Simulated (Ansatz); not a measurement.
# C₂H₁₂Si₃: geometry at several levels

Aim: geometry at several levels, for C₂H₁₂Si₃, with the cost of each level.

Method: the levels named in each step, in Ansatz 0.2.0.

## 1. The system as given

Bond lengths (14 of 16 bonds, heavy atoms first): Si1–C2 1.897 Å, C2–Si3 1.899 Å, Si3–C4 1.900 Å, C4–Si5 1.897 Å, Si1–H6 1.466 Å, Si1–H7 1.466 Å, Si1–H8 1.468 Å, C2–H9 1.090 Å, C2–H10 1.090 Å, Si3–H11 1.472 Å, Si3–H12 1.472 Å, C4–H13 1.090 Å, C4–H14 1.090 Å, Si5–H15 1.468 Å. Angles (14 of 30 angles, heavy atoms first): Si1–C2–Si3 115.9°, C2–Si3–C4 110.7°, Si3–C4–Si5 115.9°, Si1–C2–H9 108.7°, Si1–C2–H10 108.7°, Si3–C2–H9 108.8°, Si3–C2–H10 108.3°, C2–Si1–H6 109.9°, C2–Si1–H7 110.6°, C2–Si1–H8 109.7°, C2–Si3–H11 109.5°, C2–Si3–H12 109.5°, C4–Si3–H11 109.6°, C4–Si3–H12 109.5°.

Coordinates:

```xyz
17

Si   -2.1747    0.5118    0.8648
C    -1.2321    0.6792   -0.7732
Si   -0.0901   -0.7698   -1.2253
C     1.1863   -1.0714    0.1487
Si    2.2824    0.4094    0.6019
H    -2.9965   -0.7019    0.8459
H    -1.2407    0.4472    1.9924
H    -3.0517    1.6735    1.0518
H    -0.6426    1.5958   -0.7459
H    -1.9540    0.8102   -1.5795
H    -0.8950   -1.9853   -1.4257
H     0.6079   -0.4717   -2.4866
H     1.8267   -1.8996   -0.1552
H     0.6645   -1.4082    1.0447
H     3.2488    0.0123    1.6325
H     3.0159    0.8681   -0.5814
H     1.4696    1.5108    1.1254
```

## 2. A rough first relaxation, PBE-D4/def2-SVP

This run stands in another session on the same molecule. It ended at:

```xyz
17

Si   -2.1716    0.5189    0.8512
C    -1.2278    0.6871   -0.7817
Si   -0.0895   -0.7651   -1.2181
C     1.1816   -1.0822    0.1526
Si    2.2784    0.3943    0.6029
H    -3.0082   -0.7335    0.8457
H    -1.2158    0.4371    2.0123
H    -3.0811    1.6978    1.0759
H    -0.6281    1.6226   -0.7475
H    -1.9663    0.8105   -1.6033
H    -0.9264   -2.0016   -1.4299
H     0.6373   -0.4705   -2.5062
H     1.8364   -1.9219   -0.1664
H     0.6517   -1.4203    1.0696
H     3.2821    0.0215    1.6616
H     3.0254    0.8808   -0.6110
H     1.4463    1.5347    1.1275
```

## 3. Relaxation, HF/STO-3G

Input file input.yaml:

```yaml
crystal:
  periodic: [false, false, false]
  atoms:
    - { symbol: Si, position_ang: [-2.17163541, 0.51885717, 0.85124195] }
    - { symbol: C, position_ang: [-1.22784585, 0.68713603, -0.78172737] }
    - { symbol: Si, position_ang: [-0.08949074, -0.76508403, -1.2181129] }
    - { symbol: C, position_ang: [1.18164499, -1.08221571, 0.15261655] }
    - { symbol: Si, position_ang: [2.27839061, 0.39429523, 0.60285174] }
    - { symbol: H, position_ang: [-3.00821614, -0.73346419, 0.84571323] }
    - { symbol: H, position_ang: [-1.21582428, 0.4371156, 2.01227436] }
    - { symbol: H, position_ang: [-3.08114842, 1.69777584, 1.07590032] }
    - { symbol: H, position_ang: [-0.62809632, 1.62257027, -0.74747183] }
    - { symbol: H, position_ang: [-1.96630721, 0.8104925, -1.60327485] }
    - { symbol: H, position_ang: [-0.92638665, -2.00155845, -1.42992531] }
    - { symbol: H, position_ang: [0.637346, -0.47051486, -2.50615573] }
    - { symbol: H, position_ang: [1.83638191, -1.92187391, -0.16640432] }
    - { symbol: H, position_ang: [0.65172315, -1.42025607, 1.06957284] }
    - { symbol: H, position_ang: [3.28214642, 0.02150107, 1.66164739] }
    - { symbol: H, position_ang: [3.02542703, 0.88082959, -0.61099541] }
    - { symbol: H, position_ang: [1.44630091, 1.53473393, 1.12751935] }
basis:
  gaussian: { orbitals: STO-3G }
hamiltonian:
  xc: hf
relax:
  f_tol: 0.004
  max_steps: 150
```

The run is started by

```bash
> ansatz run input.yaml --threads 4 --pin off --max-ram 10240MiB --backend cpu --events-out ev --progress --plain --runs-dir out
```

Standard output (excerpt; [...] marks lines left out):

```text
Warning: RAYON_NUM_THREADS=4 ignored (pool sized by the plan → 4); use --threads N
[...]
Functional definition: HF
[...]
663 factors; integrals over basis functions are off by at most 1.2e-5 eV
[...]
mean field -25541.66828355 eV, -938.6389966561 hartree, gradient 1.4e-5 eV, S^2 0.000000; 0 other end points of the search recorded, 0 dependent functions left out
[...]
reference -25541.66828355 eV, -938.6389966561 hartree; 33, 33 occupied and 16, 16 virtual orbitals, 663 factors
relax step   1: F+E_penalty+E_count = -25541.66828355 eV  Δ(F+E_penalty+E_count) = +0.000e0 eV  max|allowed force component| = 1.822e0 eV/Å  Δτ_max = 0.0000 Å  (25 SCF iters, accepted)
[...]
relax step   3: F+E_penalty+E_count = -25542.55395418 eV  Δ(F+E_penalty+E_count) = -2.315e-2 eV  max|allowed force component| = 8.486e-2 eV/Å  Δτ_max = 0.0189 Å  (19 SCF iters, accepted)
[...]
relax step   5: F+E_penalty+E_count = -25542.55607739 eV  Δ(F+E_penalty+E_count) = -1.087e-3 eV  max|allowed force component| = 2.779e-2 eV/Å  Δτ_max = 0.0394 Å  (18 SCF iters, accepted)
[...]
relax step   7: F+E_penalty+E_count = -25542.55744856 eV  Δ(F+E_penalty+E_count) = -3.425e-4 eV  max|allowed force component| = 2.164e-2 eV/Å  Δτ_max = 0.0434 Å  (18 SCF iters, accepted)
[...]
relax step   8: F+E_penalty+E_count = -25542.55754877 eV  Δ(F+E_penalty+E_count) = -1.002e-4 eV  max|allowed force component| = 9.818e-3 eV/Å  Δτ_max = 0.0191 Å  (19 SCF iters, accepted)
[...]
Atom 0 at    -2.291958     0.461608     0.813049 Å, force     0.001900    -0.002255     0.000227 eV/Å
Atom 1 at    -1.237713     0.685434    -0.705459 Å, force    -0.002159     0.001432    -0.000411 eV/Å
Atom 2 at    -0.083434    -0.713756    -1.136427 Å, force     0.000104     0.000872     0.001389 eV/Å
Atom 3 at     1.199347    -1.013733     0.182783 Å, force     0.002192    -0.001118     0.000876 eV/Å
Atom 4 at     2.389951     0.377127     0.522441 Å, force    -0.002012     0.001317    -0.001737 eV/Å
Atom 5 at    -3.085296    -0.713920     0.696211 Å, force     0.000025     0.001758    -0.000189 eV/Å
Atom 6 at    -1.477316     0.337298     1.973029 Å, force    -0.000688     0.000042    -0.000576 eV/Å
Atom 7 at    -3.157565     1.577549     0.987896 Å, force     0.000295     0.000082    -0.000098 eV/Å
Atom 8 at    -0.665224     1.596765    -0.597576 Å, force    -0.000367    -0.001451    -0.000207 eV/Å
Atom 9 at    -1.892659     0.849174    -1.550968 Å, force     0.001304    -0.000225     0.001085 eV/Å
Atom 10 at    -0.844483    -1.902956    -1.326260 Å, force     0.000785    -0.000192    -0.000369 eV/Å
Atom 11 at     0.573498    -0.415229    -2.364740 Å, force    -0.000830    -0.000198    -0.000256 eV/Å
Atom 12 at     1.771383    -1.887002    -0.101519 Å, force    -0.001190     0.001152     0.000400 eV/Å
Atom 13 at     0.702631    -1.277002     1.106833 Å, force     0.000243     0.000418    -0.001422 eV/Å
Atom 14 at     3.340839    -0.010071     1.507865 Å, force    -0.000307    -0.000108     0.000066 eV/Å
Atom 15 at     3.087381     0.733218    -0.665706 Å, force     0.000076    -0.000944     0.001503 eV/Å
Atom 16 at     1.695028     1.525837     0.993819 Å, force     0.000628    -0.000583    -0.000280 eV/Å
Dipole moment:    -0.000916    -0.007850    -0.012495 e Å
```

It took 10 s on 4 threads of Intel Xeon Platinum 8259CL at 2.50GHz (Skylake/Cascade Lake), shared host; peak memory 0.12 GiB.

The steps of the relaxation:

| step | E - E(step 1) (eV) | largest force component (eV/Å) |
| --- | --- | --- |
| 1 | 0.0000 | 1.8215 |
| 2 | -0.8625 | 0.4952 |
| 3 | -0.8857 | 0.0849 |
| 4 | -0.8867 | 0.0391 |
| 5 | -0.8878 | 0.0278 |
| 6 | -0.8888 | 0.0210 |
| 7 | -0.8892 | 0.0216 |
| 8 | -0.8893 | 0.0098 |
| 9 | -0.8893 | 0.0023 |

Step 1 is the start.

Before: Bond lengths (14 of 16 bonds, heavy atoms first): Si1–C2 1.894 Å, C2–Si3 1.896 Å, Si3–C4 1.896 Å, C4–Si5 1.894 Å, Si1–H6 1.506 Å, Si1–H7 1.506 Å, Si1–H8 1.506 Å, C2–H9 1.112 Å, C2–H10 1.112 Å, Si3–H11 1.508 Å, Si3–H12 1.508 Å, C4–H13 1.112 Å, C4–H14 1.112 Å, Si5–H15 1.506 Å. Angles (14 of 30 angles, heavy atoms first): Si1–C2–Si3 115.4°, C2–Si3–C4 111.4°, Si3–C4–Si5 115.5°, Si1–C2–H9 108.5°, Si1–C2–H10 108.4°, Si3–C2–H9 109.1°, Si3–C2–H10 108.3°, C2–Si1–H6 110.3°, C2–Si1–H7 110.7°, C2–Si1–H8 111.1°, C2–Si3–H11 109.1°, C2–Si3–H12 109.7°, C4–Si3–H11 109.7°, C4–Si3–H12 109.1°.

After: Bond lengths (14 of 16 bonds, heavy atoms first): Si1–C2 1.862 Å, C2–Si3 1.864 Å, Si3–C4 1.864 Å, C4–Si5 1.862 Å, Si1–H6 1.423 Å, Si1–H7 1.423 Å, Si1–H8 1.423 Å, C2–H9 1.082 Å, C2–H10 1.082 Å, Si3–H11 1.425 Å, Si3–H12 1.425 Å, C4–H13 1.082 Å, C4–H14 1.082 Å, Si5–H15 1.423 Å. Angles (14 of 30 angles, heavy atoms first): Si1–C2–Si3 116.7°, C2–Si3–C4 112.5°, Si3–C4–Si5 116.7°, Si1–C2–H9 108.6°, Si1–C2–H10 108.2°, Si3–C2–H9 109.1°, Si3–C2–H10 107.9°, C2–Si1–H6 110.4°, C2–Si1–H7 110.6°, C2–Si1–H8 110.5°, C2–Si3–H11 109.1°, C2–Si3–H12 109.1°, C4–Si3–H11 109.1°, C4–Si3–H12 109.1°.

## 4. Relaxation, HF/6-31G*

input.yaml, as its differences from that of step 3:

```diff
@@ -21,3 +21,3 @@
 basis:
-  gaussian: { orbitals: STO-3G }
+  gaussian: { orbitals: "6-31G*" }
 hamiltonian:
```

The run is started by

```bash
> ansatz run input.yaml --threads 4 --pin off --max-ram 10240MiB --backend cpu --events-out ev --progress --plain --runs-dir out
```

Standard output (excerpt; [...] marks lines left out):

```text
Warning: RAYON_NUM_THREADS=4 ignored (pool sized by the plan → 4); use --threads N
[...]
[... 1 set-up line as earlier in the session ...]
[...]
1267 factors; integrals over basis functions are off by at most 6.4e-4 eV
[...]
mean field -25836.49793267 eV, -949.4737864183 hartree, gradient 1.3e-5 eV, S^2 0.000000; 0 other end points of the search recorded, 0 dependent functions left out
[...]
reference -25836.49793267 eV, -949.4737864183 hartree; 33, 33 occupied and 78, 78 virtual orbitals, 1267 factors
relax step   1: F+E_penalty+E_count = -25836.49793267 eV  Δ(F+E_penalty+E_count) = +0.000e0 eV  max|allowed force component| = 6.452e-1 eV/Å  Δτ_max = 0.0000 Å  (29 SCF iters, accepted)
[...]
relax step   4: F+E_penalty+E_count = -25836.61060414 eV  Δ(F+E_penalty+E_count) = -1.526e-3 eV  max|allowed force component| = 3.749e-2 eV/Å  Δτ_max = 0.0247 Å  (22 SCF iters, accepted)
[...]
Atom 7 at    -3.224247     1.643553     1.007996 Å, force     0.001267    -0.000259     0.000589 eV/Å
Atom 8 at    -0.693222     1.611755    -0.613730 Å, force     0.000178     0.000483    -0.000338 eV/Å
Atom 9 at    -1.926394     0.838998    -1.566865 Å, force    -0.000747     0.000186    -0.000657 eV/Å
Atom 10 at    -0.870417    -1.961551    -1.352272 Å, force    -0.000461     0.000340     0.000284 eV/Å
Atom 11 at     0.592704    -0.414697    -2.431283 Å, force     0.000463     0.000419     0.000605 eV/Å
Atom 12 at     1.802467    -1.899067    -0.120975 Å, force     0.000712    -0.000594    -0.000222 eV/Å
Atom 13 at     0.729643    -1.299841     1.110412 Å, force    -0.000239    -0.000323     0.000122 eV/Å
Atom 14 at     3.413301    -0.025300     1.568782 Å, force    -0.000985     0.000915     0.000209 eV/Å
Atom 15 at     3.177929     0.742121    -0.689701 Å, force    -0.000349     0.000445    -0.000180 eV/Å
Atom 16 at     1.723724     1.578409     1.016857 Å, force     0.000992    -0.000565     0.000148 eV/Å
Dipole moment:    -0.002389    -0.020242    -0.032433 e Å
```

Wall time 38 s (4 threads of Intel Xeon Platinum 8259CL at 2.50GHz (Skylake/Cascade Lake), shared host); peak memory 0.28 GiB.

The steps of the relaxation:

```
step  E - E(step 1) (eV)  largest force component (eV/Å)
   1              0.0000                          0.6452
   2             -0.1051                          0.1932
   3             -0.1111                          0.0702
   4             -0.1127                          0.0375
   5             -0.1139                          0.0127
   6             -0.1149                          0.0318
   7             -0.1151                          0.0188
   8             -0.1153                          0.0048
   9             -0.1153                          0.0020
  10             -0.1153                          0.0033
  11             -0.1153                          0.0051
  12             -0.1153                          0.0018
```

Step 1 is the start.

Before: Bond lengths (14 of 16 bonds, heavy atoms first): Si1–C2 1.894 Å, C2–Si3 1.896 Å, Si3–C4 1.896 Å, C4–Si5 1.894 Å, Si1–H6 1.506 Å, Si1–H7 1.506 Å, Si1–H8 1.506 Å, C2–H9 1.112 Å, C2–H10 1.112 Å, Si3–H11 1.508 Å, Si3–H12 1.508 Å, C4–H13 1.112 Å, C4–H14 1.112 Å, Si5–H15 1.506 Å. Angles (14 of 30 angles, heavy atoms first): Si1–C2–Si3 115.4°, C2–Si3–C4 111.4°, Si3–C4–Si5 115.5°, Si1–C2–H9 108.5°, Si1–C2–H10 108.4°, Si3–C2–H9 109.1°, Si3–C2–H10 108.3°, C2–Si1–H6 110.3°, C2–Si1–H7 110.7°, C2–Si1–H8 111.1°, C2–Si3–H11 109.1°, C2–Si3–H12 109.7°, C4–Si3–H11 109.7°, C4–Si3–H12 109.1°.

After: Bond lengths (14 of 16 bonds, heavy atoms first): Si1–C2 1.887 Å, C2–Si3 1.891 Å, Si3–C4 1.891 Å, C4–Si5 1.887 Å, Si1–H6 1.478 Å, Si1–H7 1.479 Å, Si1–H8 1.477 Å, C2–H9 1.089 Å, C2–H10 1.090 Å, Si3–H11 1.480 Å, Si3–H12 1.480 Å, C4–H13 1.090 Å, C4–H14 1.089 Å, Si5–H15 1.477 Å. Angles (14 of 30 angles, heavy atoms first): Si1–C2–Si3 117.3°, C2–Si3–C4 112.8°, Si3–C4–Si5 117.3°, Si1–C2–H9 108.5°, Si1–C2–H10 107.8°, Si3–C2–H9 109.2°, Si3–C2–H10 107.5°, C2–Si1–H6 110.5°, C2–Si1–H7 110.8°, C2–Si1–H8 110.8°, C2–Si3–H11 109.0°, C2–Si3–H12 109.2°, C4–Si3–H11 109.2°, C4–Si3–H12 109.0°.

## 5. Relaxation, LDA/def2-SVP

input.yaml, as its differences from that of step 4:

```diff
@@ -21,5 +21,5 @@
 basis:
-  gaussian: { orbitals: "6-31G*" }
+  gaussian: { orbitals: def2-SVP }
 hamiltonian:
-  xc: hf
+  xc: lda
 relax:
```

The run is started by

```bash
> ansatz run input.yaml --threads 4 --pin off --max-ram 10240MiB --backend cpu --events-out ev --progress --plain --runs-dir out
```

Standard output (excerpt; [...] marks lines left out):

```text
Warning: RAYON_NUM_THREADS=4 ignored (pool sized by the plan → 4); use --threads N
[...]
Functional definition: SPW92
[...]
1600 factors; their error is unknown
[...]
mean field -25776.17131042 eV, -947.2568239414 hartree, gradient 5.0e-5 eV, S^2 0.000000; 0 other end points of the search recorded, 0 dependent functions left out
[...]
reference -25776.17135445 eV, -947.2568255597 hartree; 33, 33 occupied and 109, 109 virtual orbitals, 1600 factors
relax step   1: F+E_penalty+E_count = -25776.17131042 eV  Δ(F+E_penalty+E_count) = +0.000e0 eV  max|allowed force component| = 3.987e-1 eV/Å  Δτ_max = 0.0000 Å  (27 SCF iters, accepted)
[...]
relax step   5: F+E_penalty+E_count = -25776.19945648 eV  Δ(F+E_penalty+E_count) = -2.461e-4 eV  max|allowed force component| = 6.958e-3 eV/Å  Δτ_max = 0.0173 Å  (28 SCF iters, accepted)
[...]
Atom 7 at    -2.979566     1.667783     1.129026 Å, force    -0.000713     0.001630    -0.001338 eV/Å
Atom 8 at    -0.549708     1.625653    -0.756839 Å, force     0.000405    -0.000152     0.000404 eV/Å
Atom 9 at    -1.925464     0.848986    -1.602013 Å, force    -0.001559    -0.001113     0.000217 eV/Å
Atom 10 at    -0.967847    -1.973991    -1.446699 Å, force    -0.000149    -0.000530     0.000745 eV/Å
Atom 11 at     0.678633    -0.500351    -2.493065 Å, force     0.000170     0.000922    -0.000164 eV/Å
Atom 12 at     1.798522    -1.934893    -0.127002 Å, force     0.001498     0.000591    -0.001074 eV/Å
Atom 13 at     0.573156    -1.424875     1.076574 Å, force    -0.000372     0.000473     0.000070 eV/Å
Atom 14 at     3.184864     0.088894     1.668100 Å, force     0.000704    -0.001948     0.000829 eV/Å
Atom 15 at     2.895321     0.895242    -0.624278 Å, force    -0.001542     0.001268    -0.000135 eV/Å
Atom 16 at     1.289950     1.519724     1.103167 Å, force    -0.000262     0.000015    -0.001621 eV/Å
Dipole moment:    -0.003826    -0.032687    -0.052068 e Å
```

It took 15 s on 4 threads of Intel Xeon Platinum 8259CL at 2.50GHz (Skylake/Cascade Lake), shared host; peak memory 0.22 GiB.

The steps of the relaxation:

| step | E - E(step 1) (eV) | largest force component (eV/Å) |
| --- | --- | --- |
| 1 | 0.0000 | 0.3987 |
| 2 | -0.0200 | 0.1750 |
| 3 | -0.0270 | 0.0800 |
| 4 | -0.0279 | 0.0327 |
| 5 | -0.0281 | 0.0070 |
| 6 | -0.0282 | 0.0019 |

Step 1 is the start.

Before: Bond lengths (14 of 16 bonds, heavy atoms first): Si1–C2 1.894 Å, C2–Si3 1.896 Å, Si3–C4 1.896 Å, C4–Si5 1.894 Å, Si1–H6 1.506 Å, Si1–H7 1.506 Å, Si1–H8 1.506 Å, C2–H9 1.112 Å, C2–H10 1.112 Å, Si3–H11 1.508 Å, Si3–H12 1.508 Å, C4–H13 1.112 Å, C4–H14 1.112 Å, Si5–H15 1.506 Å. Angles (14 of 30 angles, heavy atoms first): Si1–C2–Si3 115.4°, C2–Si3–C4 111.4°, Si3–C4–Si5 115.5°, Si1–C2–H9 108.5°, Si1–C2–H10 108.4°, Si3–C2–H9 109.1°, Si3–C2–H10 108.3°, C2–Si1–H6 110.3°, C2–Si1–H7 110.7°, C2–Si1–H8 111.1°, C2–Si3–H11 109.1°, C2–Si3–H12 109.7°, C4–Si3–H11 109.7°, C4–Si3–H12 109.1°.

After: Bond lengths (14 of 16 bonds, heavy atoms first): Si1–C2 1.872 Å, C2–Si3 1.876 Å, Si3–C4 1.876 Å, C4–Si5 1.872 Å, Si1–H6 1.508 Å, Si1–H7 1.509 Å, Si1–H8 1.507 Å, C2–H9 1.114 Å, C2–H10 1.113 Å, Si3–H11 1.510 Å, Si3–H12 1.510 Å, C4–H13 1.113 Å, C4–H14 1.114 Å, Si5–H15 1.507 Å. Angles (14 of 30 angles, heavy atoms first): Si1–C2–Si3 113.0°, C2–Si3–C4 110.2°, Si3–C4–Si5 113.0°, Si1–C2–H9 108.9°, Si1–C2–H10 109.2°, Si3–C2–H9 109.4°, Si3–C2–H10 109.1°, C2–Si1–H6 110.1°, C2–Si1–H7 110.3°, C2–Si1–H8 111.9°, C2–Si3–H11 108.9°, C2–Si3–H12 110.3°, C4–Si3–H11 110.3°, C4–Si3–H12 108.9°.

## 6. Relaxation, PBE-D4/def2-SVP

input.yaml, as its differences from that of step 5:

```diff
@@ -23,3 +23,4 @@
 hamiltonian:
-  xc: lda
+  xc: pbe
+  dispersion: d4
 relax:
```

The run is started by

```bash
> ansatz run input.yaml --threads 4 --pin off --max-ram 10240MiB --backend cpu --events-out ev --progress --plain --runs-dir out
```

Standard output (excerpt; [...] marks lines left out):

```text
Warning: RAYON_NUM_THREADS=4 ignored (pool sized by the plan → 4); use --threads N
[...]
Functional definition: PBE
[...]
1600 factors; their error is unknown
[...]
mean field -25877.76072818 eV, -950.9901661844 hartree, gradient 4.8e-5 eV, S^2 0.000000; 0 other end points of the search recorded, 0 dependent functions left out
[...]
reference -25877.76077475 eV, -950.9901678959 hartree; 33, 33 occupied and 109, 109 virtual orbitals, 1600 factors
relax step   1: F+E_penalty+E_count = -25878.20813842 eV  Δ(F+E_penalty+E_count) = +0.000e0 eV  max|allowed force component| = 2.311e-2 eV/Å  Δτ_max = 0.0000 Å  (27 SCF iters, accepted)
[...]
relax step   4: F+E_penalty+E_count = -25878.20828944 eV  Δ(F+E_penalty+E_count) = -1.829e-5 eV  max|allowed force component| = 6.308e-3 eV/Å  Δτ_max = 0.0039 Å  (21 SCF iters, accepted)
[...]
Atom 7 at    -3.085548     1.689802     1.080683 Å, force     0.000325     0.000488     0.000165 eV/Å
Atom 8 at    -0.623938     1.627313    -0.740089 Å, force     0.000148    -0.000485     0.000330 eV/Å
Atom 9 at    -1.959934     0.820061    -1.603292 Å, force    -0.000052     0.000133     0.000727 eV/Å
Atom 10 at    -0.931850    -1.994480    -1.427374 Å, force     0.000400    -0.000402     0.000191 eV/Å
Atom 11 at     0.643541    -0.471648    -2.499343 Å, force    -0.000349     0.000198    -0.000327 eV/Å
Atom 12 at     1.830677    -1.925679    -0.157118 Å, force     0.000109     0.000509     0.000444 eV/Å
Atom 13 at     0.648674    -1.415446     1.077463 Å, force    -0.000110     0.000411    -0.000176 eV/Å
Atom 14 at     3.286476     0.028939     1.656060 Å, force    -0.000384    -0.000143     0.000496 eV/Å
Atom 15 at     3.021973     0.871369    -0.622838 Å, force     0.000406    -0.000016     0.000055 eV/Å
Atom 16 at     1.449679     1.539371     1.115433 Å, force     0.000356    -0.000199     0.000690 eV/Å
Dipole moment:    -0.003553    -0.030538    -0.048528 e Å
```

Run time: 17 s. Hardware: 4 threads of Intel Xeon Platinum 8259CL at 2.50GHz (Skylake/Cascade Lake), shared host; peak memory 0.22 GiB.

Relaxation path:

```
step  energy from step 1 (eV)  largest force component (eV/Å)
   1                   0.0000                          0.0231
   2                  -0.0001                          0.0108
   3                  -0.0001                          0.0088
   4                  -0.0002                          0.0063
   5                  -0.0002                          0.0018
```

Step 1 is the start.

Before: Bond lengths (14 of 16 bonds, heavy atoms first): Si1–C2 1.894 Å, C2–Si3 1.896 Å, Si3–C4 1.896 Å, C4–Si5 1.894 Å, Si1–H6 1.506 Å, Si1–H7 1.506 Å, Si1–H8 1.506 Å, C2–H9 1.112 Å, C2–H10 1.112 Å, Si3–H11 1.508 Å, Si3–H12 1.508 Å, C4–H13 1.112 Å, C4–H14 1.112 Å, Si5–H15 1.506 Å. Angles (14 of 30 angles, heavy atoms first): Si1–C2–Si3 115.4°, C2–Si3–C4 111.4°, Si3–C4–Si5 115.5°, Si1–C2–H9 108.5°, Si1–C2–H10 108.4°, Si3–C2–H9 109.1°, Si3–C2–H10 108.3°, C2–Si1–H6 110.3°, C2–Si1–H7 110.7°, C2–Si1–H8 111.1°, C2–Si3–H11 109.1°, C2–Si3–H12 109.7°, C4–Si3–H11 109.7°, C4–Si3–H12 109.1°.

After: Bond lengths (14 of 16 bonds, heavy atoms first): Si1–C2 1.893 Å, C2–Si3 1.896 Å, Si3–C4 1.896 Å, C4–Si5 1.893 Å, Si1–H6 1.506 Å, Si1–H7 1.506 Å, Si1–H8 1.506 Å, C2–H9 1.112 Å, C2–H10 1.112 Å, Si3–H11 1.508 Å, Si3–H12 1.508 Å, C4–H13 1.112 Å, C4–H14 1.112 Å, Si5–H15 1.506 Å. Angles (14 of 30 angles, heavy atoms first): Si1–C2–Si3 115.1°, C2–Si3–C4 111.4°, Si3–C4–Si5 115.2°, Si1–C2–H9 108.6°, Si1–C2–H10 108.5°, Si3–C2–H9 109.2°, Si3–C2–H10 108.3°, C2–Si1–H6 110.3°, C2–Si1–H7 110.6°, C2–Si1–H8 111.3°, C2–Si3–H11 109.0°, C2–Si3–H12 109.8°, C4–Si3–H11 109.8°, C4–Si3–H12 109.0°.

## 7. Geometries side by side

```
          level  Si1–C2 (Å)  C2–Si3 (Å)  Si3–C4 (Å)  rotational constants (MHz)  dipole (D)  CPU time
      HF/STO-3G      1.8621      1.8644      1.8644       3443.8, 1157.6, 990.8        0.07      35 s
      HF/6-31G*      1.8875      1.8910      1.8910      3337.5, 1113.6, 952.75        0.18   2.2 min
   LDA/def2-SVP      1.8724      1.8759      1.8759      3018.7, 1352.9, 1094.6        0.30      51 s
PBE-D4/def2-SVP      1.8926      1.8958      1.8958      3043.3, 1242.3, 1020.6        0.28      62 s
```

Constants are for the commonest isotopes at the equilibrium geometry; times are CPU times of the relaxations.

## 8. What came out

| quantity | value |
| --- | --- |
| Si1–C2 at PBE-D4/def2-SVP | 1.893 Å |
| C2–Si3 at PBE-D4/def2-SVP | 1.896 Å |
| Si3–C4 at PBE-D4/def2-SVP | 1.896 Å |

The Si–C distance spreads over 0.030 Å, from HF/STO-3G (shortest) to PBE-D4/def2-SVP.
